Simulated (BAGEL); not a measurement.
# singlet GeNH4O+, step by step

Aim: the energy (singlet GeNH4O+, HF/6-31G*), then a single-point energy (doublet GeNH4O, NEVPT2(3,3)/6-31G*), then a single-point energy (doublet GeNH4O, CASPT2(3,3)/6-31G*) of GeH4NO. 

The results are computed with BAGEL 1.2.2.

3 further runs of the same task are left out: 3 set aside as unsound or not needed.

### 1 The molecule

The species is GeNH4O+ (7 atoms), meant as a singlet with charge +1. SMILES of the parent species: `[NH][GeH2][OH]`. The Ge2–H5 distance was set to 2.470 Å, away from the relaxed value. That shape belongs to the parent species and isn't relaxed for this state. At this shape a bond of the SMILES string is far longer than usual.

Bond lengths: N1–Ge2 1.860 Å, Ge2–O3 1.772 Å, N1–H4 1.025 Å, Ge2–H6 1.536 Å, O3–H7 0.961 Å. Angles: N1–Ge2–O3 106.5°, N1–Ge2–H6 113.8°, O3–Ge2–H6 105.4°, Ge2–N1–H4 110.2°, Ge2–O3–H7 111.8°. A long bond or contact: Ge2–H5 2.470 Å.

### 2 The energy at HF/6-31G(d) (density fitting with svp-jkfit, spherical functions) (run 1)

Input file hf.json:

```json
{ "bagel": [

{
  "title": "molecule",
  "basis": "6-31gs.json",
  "df_basis": "svp-jkfit",
  "angstrom": false,
  "geometry": [
    { "atom": "N", "xyz": [    -2.65700973,    -2.57015792,    -0.34275663 ] },
    { "atom": "Ge", "xyz": [    -0.25365605,    -0.70405337,     1.41771222 ] },
    { "atom": "O", "xyz": [     2.38496854,    -2.71925731,     1.84649108 ] },
    { "atom": "H", "xyz": [    -4.34585797,    -1.62094849,    -0.38130705 ] },
    { "atom": "H", "xyz": [     0.88533669,     2.97688556,    -1.21736157 ] },
    { "atom": "H", "xyz": [    -1.08532452,     0.05240400,     4.09280852 ] },
    { "atom": "H", "xyz": [     2.62439684,    -3.82569196,     0.42749573 ] }
  ]
},

{
  "title": "hf",
  "charge": 1
},

{
  "title": "print",
  "file": "orbitals.molden",
  "orbitals": true
}

]}
```

The basis set 6-31G* is read from a file made from the Basis Set Exchange's data (not shown).

Started as:

```sh
$ BAGEL_NUM_THREADS=1 BAGEL hf.json > hf.out
```

The log of the run:

```text
* using 1 threads per process

  ===============================================================
  ===============================================================

  *** Geometry ***

  { "atom" : "N", "xyz" : [     -2.657010,     -2.570158,     -0.342757 ] },
  { "atom" : "Ge", "xyz" : [     -0.253656,     -0.704053,      1.417712 ] },
  { "atom" : "O", "xyz" : [      2.384969,     -2.719257,      1.846491 ] },
  { "atom" : "H", "xyz" : [     -4.345858,     -1.620948,     -0.381307 ] },
  { "atom" : "H", "xyz" : [      0.885337,      2.976886,     -1.217362 ] },
  { "atom" : "H", "xyz" : [     -1.085325,      0.052404,      4.092809 ] },
  { "atom" : "H", "xyz" : [      2.624397,     -3.825692,      0.427496 ] },

  Number of auxiliary basis functions:      492

  Since a DF basis is specified, we compute 2- and 3-index integrals:
    o Being stored without compression. Storage requirement is 0.018 GB

  Number of basis functions:       68
  Number of electrons      :       51

    * METHOD: MOLECULE                             0.44

  *** RHF ***

  === Nuclear Repulsion ===
   199.0880284799

      * DIIS with orbital gradients will be used.

  === RHF iteration (6-31gs.json) ===
      0      -2205.54483092          0.03487757           0.10
      1      -2204.45205962          0.05555911           0.09
      2      -2205.97639656          0.01637531           0.09
      3      -2206.12287297          0.00596457           0.09
      4      -2206.15017443          0.00471165           0.09
      5      -2206.16467124          0.00295752           0.09
      6      -2206.17321505          0.00052844           0.09
      7      -2206.17371515          0.00024011           0.09
      8      -2206.17378928          0.00017777           0.09
      9      -2206.17382950          0.00008734           0.10
     10      -2206.17384404          0.00007036           0.10
     11      -2206.17385655          0.00005809           0.10
     12      -2206.17387450          0.00003544           0.10
     13      -2206.17388184          0.00001934           0.08
     14      -2206.17388333          0.00001153           0.07
     15      -2206.17388371          0.00000680           0.07
     16      -2206.17388382          0.00000341           0.10
     17      -2206.17388383          0.00000184           0.08
     18      -2206.17388384          0.00000129           0.07
     19      -2206.17388384          0.00000097           0.07
     20      -2206.17388384          0.00000079           0.07
     21      -2206.17388384          0.00000065           0.09
     22      -2206.17388385          0.00000053           0.09
     23      -2206.17388385          0.00000039           0.09
     24      -2206.17388385          0.00000025           0.09
     25      -2206.17388385          0.00000014           0.09
     26      -2206.17388385          0.00000007           0.09
     27      -2206.17388385          0.00000005           0.09
     28      -2206.17388385          0.00000003           0.09
     29      -2206.17388385          0.00000002           0.10
     30      -2206.17388385          0.00000002           0.09
     31      -2206.17388385          0.00000002           0.09
     32      -2206.17388385          0.00000001           0.09
     33      -2206.17388385          0.00000001           0.09
     34      -2206.17388385          0.00000001           0.09
    * SCF iteration converged.

    * Permanent dipole moment:
           (    1.705661,    -0.775394,     1.044872) a.u.

    * METHOD: HF                                   3.53

    * METHOD: PRINT                                0.02

  ===============================================================
```

Run time: 4.5 s. Hardware: 1 thread of Intel Xeon Platinum 8259CL at 2.50GHz (Skylake/Cascade Lake), shared host; peak memory 0.15 GiB.

### 3 Doublet neutral GeNH4O: the energy at NEVPT2(3,3)/6-31G(d) (density fitting with svp-jkfit, spherical functions) (run 2)

Input file nevpt2.json:

```json
{ "bagel": [

{
  "title": "molecule",
  "basis": "6-31gs.json",
  "df_basis": "svp-jkfit",
  "geometry": [
    { "atom": "N", "xyz": [    -2.65700973,    -2.57015792,    -0.34275663 ] },
    { "atom": "Ge", "xyz": [    -0.25365605,    -0.70405337,     1.41771222 ] },
    { "atom": "O", "xyz": [     2.38496854,    -2.71925731,     1.84649108 ] },
    { "atom": "H", "xyz": [    -4.34585797,    -1.62094849,    -0.38130705 ] },
    { "atom": "H", "xyz": [     0.88533669,     2.97688556,    -1.21736157 ] },
    { "atom": "H", "xyz": [    -1.08532452,     0.05240400,     4.09280852 ] },
    { "atom": "H", "xyz": [     2.62439684,    -3.82569196,     0.42749573 ] }
  ]
},

{ "title": "hf", "charge": 1 },

{
  "title": "casscf",
  "nstate": 1,
  "nact": 3,
  "nclosed": 24,
  "charge": 0,
  "nspin": 1,
  "active": [25, 26, 27],
  "maxiter": 200,
  "natocc": true
},

{
  "title": "nevpt2",
  "nstate": 1,
  "nact": 3,
  "nclosed": 24,
  "charge": 0,
  "nspin": 1,
  "active": [25, 26, 27],
  "maxiter": 200,
  "natocc": true,
  "ncore": 11
},

{ "title": "print", "file": "orbitals.molden", "orbitals": true }

]}
```

The basis set 6-31G* is read from a file made from the Basis Set Exchange's data (not shown).

Started as:

```sh
$ BAGEL_NUM_THREADS=1 BAGEL nevpt2.json > nevpt2.out
```

The log of the run:

```text
* using 1 threads per process

  ===============================================================
  ===============================================================

  *** Geometry ***

  { "atom" : "N", "xyz" : [     -2.657010,     -2.570158,     -0.342757 ] },
  { "atom" : "Ge", "xyz" : [     -0.253656,     -0.704053,      1.417712 ] },
  { "atom" : "O", "xyz" : [      2.384969,     -2.719257,      1.846491 ] },
  { "atom" : "H", "xyz" : [     -4.345858,     -1.620948,     -0.381307 ] },
  { "atom" : "H", "xyz" : [      0.885337,      2.976886,     -1.217362 ] },
  { "atom" : "H", "xyz" : [     -1.085325,      0.052404,      4.092809 ] },
  { "atom" : "H", "xyz" : [      2.624397,     -3.825692,      0.427496 ] },

  Number of auxiliary basis functions:      492

  Since a DF basis is specified, we compute 2- and 3-index integrals:
    o Being stored without compression. Storage requirement is 0.018 GB

  Number of basis functions:       68
  Number of electrons      :       51

    * METHOD: MOLECULE                             0.37

  *** RHF ***

  === Nuclear Repulsion ===
   199.0880284799

      * DIIS with orbital gradients will be used.

  === RHF iteration (6-31gs.json) ===
      0      -2205.54483092          0.03487757           0.11
      1      -2204.45205962          0.05555911           0.10
      2      -2205.97639656          0.01637531           0.11
[... 31 lines of this table left out ...]
     34      -2206.17388385          0.00000001           0.07
    * SCF iteration converged.

    * Permanent dipole moment:
           (    1.705661,    -0.775394,     1.044872) a.u.

    * METHOD: HF                                   3.10

  ---------------------------
      CASSCF calculation
  ---------------------------

    ==== Active orbitals : =====
         Orbital 25
         Orbital 26
         Orbital 27
    ============================

    * nstate   :      1
    * nclosed  :     24
    * nact     :      3
    * nvirt    :     41
  === CASSCF iteration (6-31gs.json) ===

    * Using the second-order algorithm

      0  0     -2206.54716203     1.97e-02      0.03

      1  0     -2206.60986679     1.77e-03      0.50
[... 17 lines of this table left out ...]
     10  0     -2206.61211471     6.16e-09      0.50

    * Second-order optimization converged. *

     guess   0:   closed 1..                  open .1.

  === FCI iteration ===

      0  0     -2206.56619757     4.78e-02      0.00
      1  0     -2206.61069263     7.97e-03      0.00
      2  0     -2206.61201876     2.32e-03      0.00
[... 4 lines of this table left out ...]
      7  0 *   -2206.61211471     9.94e-16      0.00

     * ci vector, state   0, <S^2> = 0.7500
       2a.    -0.9509773006
       .a2    -0.2702374696
       aba    -0.0901406893
       .2a     0.0740809501
       a.2     0.0605946510

    * METHOD: CASSCF                               6.17

    * freezing 11 orbitals

  === DF-NEVPT2 calculation ===

    * 3-index integral transformation done
    * assembly done

      NEVPT2 correlation energy:   -0.5490070537      0.15

          (+0)     -0.4640843086
          (+0)'    -0.0154346386
          (+1)     -0.0206822115
          (+1)'    -0.0002967409
          (+2)     -0.0005545499
          (-1)     -0.0455660277
          (-1)'    -0.0006011081
          (-2)     -0.0017874684

      NEVPT2 total energy:       -2207.1611217684

    * METHOD: NEVPT2                               0.30

    * METHOD: PRINT                                0.01

  ===============================================================
```

It took 11 s on 1 thread of Intel Xeon Platinum 8259CL at 2.50GHz (Skylake/Cascade Lake), shared host; peak memory 0.15 GiB.

### 4 Doublet neutral GeNH4O: a single-point energy at CASPT2(3,3)/6-31G(d) (density fitting with svp-jkfit, spherical functions) (run 3)

Input file caspt2.json:

```json
{ "bagel": [

{
  "title": "molecule",
  "basis": "6-31gs.json",
  "df_basis": "svp-jkfit",
  "angstrom": false,
  "geometry": [
    { "atom": "N", "xyz": [ -2.65700973, -2.57015792, -0.34275663 ] },
    { "atom": "Ge", "xyz": [ -0.25365605, -0.70405337,  1.41771222 ] },
    { "atom": "O", "xyz": [  2.38496854, -2.71925731,  1.84649108 ] },
    { "atom": "H", "xyz": [ -4.34585797, -1.62094849, -0.38130705 ] },
    { "atom": "H", "xyz": [  0.88533669,  2.97688556, -1.21736157 ] },
    { "atom": "H", "xyz": [ -1.08532452,  0.05240400,  4.09280852 ] },
    { "atom": "H", "xyz": [  2.62439684, -3.82569196,  0.42749573 ] }
  ]
},
{
  "title": "hf",
  "charge": 1
},
{
  "title": "casscf",
  "nstate": 1,
  "nact": 3,
  "nclosed": 24,
  "nspin": 1,
  "active": [25, 26, 27],
  "maxiter": 200,
  "natocc": true
},
{
  "title": "print",
  "file": "orbitals.molden",
  "orbitals": true
},
{
  "title": "smith",
  "method": "caspt2",
  "ms": true,
  "xms": true,
  "sssr": true,
  "shift": 0.2,
  "shift_imag": true,
  "ncore": 11
}

]}
```

The basis set 6-31G* is read from a file made from the Basis Set Exchange's data (not shown).

Started as:

```sh
$ BAGEL_NUM_THREADS=1 BAGEL caspt2.json > caspt2.out
```

The log of the run:

```text
* using 1 threads per process

  ===============================================================
  ===============================================================

  *** Geometry ***

  { "atom" : "N", "xyz" : [     -2.657010,     -2.570158,     -0.342757 ] },
  { "atom" : "Ge", "xyz" : [     -0.253656,     -0.704053,      1.417712 ] },
  { "atom" : "O", "xyz" : [      2.384969,     -2.719257,      1.846491 ] },
  { "atom" : "H", "xyz" : [     -4.345858,     -1.620948,     -0.381307 ] },
  { "atom" : "H", "xyz" : [      0.885337,      2.976886,     -1.217362 ] },
  { "atom" : "H", "xyz" : [     -1.085325,      0.052404,      4.092809 ] },
  { "atom" : "H", "xyz" : [      2.624397,     -3.825692,      0.427496 ] },

  Number of auxiliary basis functions:      492

  Since a DF basis is specified, we compute 2- and 3-index integrals:
    o Being stored without compression. Storage requirement is 0.018 GB

  Number of basis functions:       68
  Number of electrons      :       51

    * METHOD: MOLECULE                             0.62

  *** RHF ***

[... 11 lines left out ...]
    * SCF iteration converged.
[... 1 line left out ...]
    * Permanent dipole moment:
[... 28 lines left out ...]
    * Second-order optimization converged. *
[... 11 lines left out ...]
     * ci vector, state   0, <S^2> = 0.7500
[... 19 lines left out ...]
    * Zeroth order energy : state  0       -0.8247422889

    * CASPT2 iteration is performed using orthogonal basis

      -------------------------------------------  CASPT2 iteration  ---------------------------------------------------
       #      aibj      arbs      arbi      airj      risj      airs      arst      rist         Etot      error   time
      ------------------------------------------------------------------------------------------------------------------

       0  -0.46335  -0.00228  -0.04930  -0.02246  -0.00084  -0.01555  -0.00065  -0.00035   -0.5547762  0.0008510   0.16
       1  -0.46341  -0.00229  -0.04937  -0.02256  -0.00086  -0.01563  -0.00066  -0.00036   -0.5551443  0.0001077   0.13
       2  -0.46341  -0.00229  -0.04937  -0.02257  -0.00086  -0.01563  -0.00066  -0.00036   -0.5551502  0.0000171   0.14
       3  -0.46341  -0.00229  -0.04937  -0.02257  -0.00086  -0.01563  -0.00066  -0.00036   -0.5551503  0.0000028   0.14
       4  -0.46341  -0.00229  -0.04937  -0.02257  -0.00086  -0.01563  -0.00066  -0.00036   -0.5551503  0.0000004   0.15

      ------------------------------------------------------------------------------------------------------------------

    * CASPT2 energy : state  0    -2207.1695430170
        w/o shift correction      -2207.1672650250
        reference weight              0.8686121273

    * METHOD: SMITH                                1.09

  ===============================================================
```

It took 14 s on 1 thread of Intel Xeon Platinum 8259CL at 2.50GHz (Skylake/Cascade Lake), shared host; peak memory 0.15 GiB.

### 5 What came out

```
                                   quantity           value
             run 1, HF/6-31G*: total energy  -2206.17388 Eh
              run 1, HF/6-31G*: HOMO energy       -16.09 eV
              run 1, HF/6-31G*: LUMO energy        -8.78 eV
            run 1, HF/6-31G*: HOMO–LUMO gap         7.31 eV
doublet neutral GeNH4O, run 2: total energy  -2207.16112 Eh
doublet neutral GeNH4O, run 3: total energy  -2207.16954 Eh
```
